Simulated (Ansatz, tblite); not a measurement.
# The cluster Ti₂O₄+: rung by rung

How do method and basis change the picture of the cluster Ti₂O₄+ (doublet)?

Computed with Ansatz 0.2.0, Gaussian basis. Level: as each input shows.

Plan: GFN1-xTB, GFN2-xTB, PBE-D4/def2-TZVP, r2SCAN-D4/def2-TZVP, B97M-V/def2-TZVP, BHLYP-D4/def2-TZVP, LC-ωPBE/def2-TZVP, PBE-D4/def2-SVP, PBE0-D4/def2-SVP, CCSD(T)/def2-SVP, MP2/def2-TZVP.

3 further runs of the same task are left out: 3 set aside as unsound or not needed. Runs told in other sessions of the task aren't counted.

**1. The geometry**

The geometry is that of the doublet, from an earlier relaxation (r2SCAN-D4/def2-SVP). At that level it is the lowest of the isomers that a small search found.

6 atoms, charge 1, spin multiplicity 2.

Bond lengths: Ti1–O3 1.904 Å, Ti1–O4 1.577 Å, Ti1–O5 1.903 Å, Ti2–O3 1.738 Å, Ti2–O5 1.738 Å, Ti2–O6 1.774 Å. Angles: O3–Ti1–O4 106.0°, O3–Ti1–O5 79.1°, O4–Ti1–O5 106.0°, O3–Ti2–O5 88.4°, O3–Ti2–O6 105.4°, O5–Ti2–O6 105.6°, Ti1–O3–Ti2 96.2°, Ti1–O5–Ti2 96.3°.

Coordinates:

```xyz
6
charge 1, multiplicity 2
Ti   -1.38051   -0.26006   -0.08674
Ti    1.27055    0.28483    0.10927
O     0.11893   -0.64061    1.02380
O    -2.24261    0.80339    0.69533
O    -0.01484    0.72197   -0.97627
O     2.24849   -0.90952   -0.76538
```

No spin-orbit coupling is included. The ion is computed in the gas phase, without counter-ions or solvent.

PBE0-D4/def2-TZVP was run before; its log isn't repeated, and its numbers join the tables.

**2. GFN1-xTB**

Tight binding, by tblite at 300 K electronic temperature and without a spin-polarisation term:

```python
tblite.interface.Calculator('GFN1-xTB', numbers, positions, charge=1, uhf=1).singlepoint()
```

Energy -563.2405 eV; 0.006 s.

**3. GFN2-xTB**

Tight binding, by tblite at 300 K electronic temperature and without a spin-polarisation term:

```python
tblite.interface.Calculator('GFN2-xTB', numbers, positions, charge=1, uhf=1).singlepoint()
```

Energy -515.6605 eV; 0.009 s.

**4. PBE-D4/def2-TZVP**

start.molden holds the orbitals of an earlier run on this state, given as this run's starting guess.

Input file in.yaml:

```yaml
crystal:
  periodic: [false, false, false]
  atoms:
    - {symbol: Ti, position_ang: [-1.380515, -0.260057, -0.086744]}
    - {symbol: Ti, position_ang: [1.270551, 0.284827, 0.109266]}
    - {symbol: O, position_ang: [0.118929, -0.640608, 1.023797]}
    - {symbol: O, position_ang: [-2.242607, 0.803386, 0.695329]}
    - {symbol: O, position_ang: [-0.014844, 0.721970, -0.976266]}
    - {symbol: O, position_ang: [2.248485, -0.909518, -0.765382]}
basis:
  gaussian: {orbitals: def2-TZVP, initial_orbitals: start.molden}
total_charge: 1
magnetization: {spin_polarized: true, initial_magnetization: 1}
hamiltonian: {xc: pbe, dispersion: d4}
scf: {omitted_lower_state_checks: [starts]}
output: {forces: true, orbitals: {seedname: orbitals}}
```

The run is started by

```bash
$ ansatz run in.yaml --threads 4 --pin off --events-out ev --progress --plain --max-ram 4787MiB
```

The runs that follow: r2SCAN-D4/def2-TZVP; B97M-V/def2-TZVP; BHLYP-D4/def2-TZVP; LC-ωPBE/def2-TZVP; PBE-D4/def2-SVP; PBE0-D4/def2-SVP; CCSD(T)/def2-SVP; MP2/def2-TZVP.

Q: Predict the results of all the runs planned. Wanted: gap in def2-TZVP, named functionals, smallest and largest; correlation energy, CCSD(T)/def2-SVP; correlation energy, MP2/def2-TZVP; ⟨S²⟩ in def2-TZVP, named functionals, smallest and largest; PBE0 total energy, smallest basis above largest.

**Answer**, as computed:

```
                                                  quantity                                value
 gap in def2-TZVP, named functionals, smallest and largest  0.67 eV (PBE-D4), 9.09 eV (LC-ωPBE)
                      correlation energy, CCSD(T)/def2-SVP                            -38.49 eV
                         correlation energy, MP2/def2-TZVP                            -46.81 eV
⟨S²⟩ in def2-TZVP, named functionals, smallest and largest                         0.759, 0.764
           PBE0 total energy, smallest basis above largest       15.80 eV (def2-SVP, def2-TZVP)
```

**Reading.** Orbital gaps of the named functionals in def2-TZVP span 0.67 eV (PBE-D4) to 9.09 eV (LC-ωPBE); exact exchange widens it. Over the named functionals in def2-TZVP spin contamination reaches 0.01 (r2SCAN-D4), which is small.
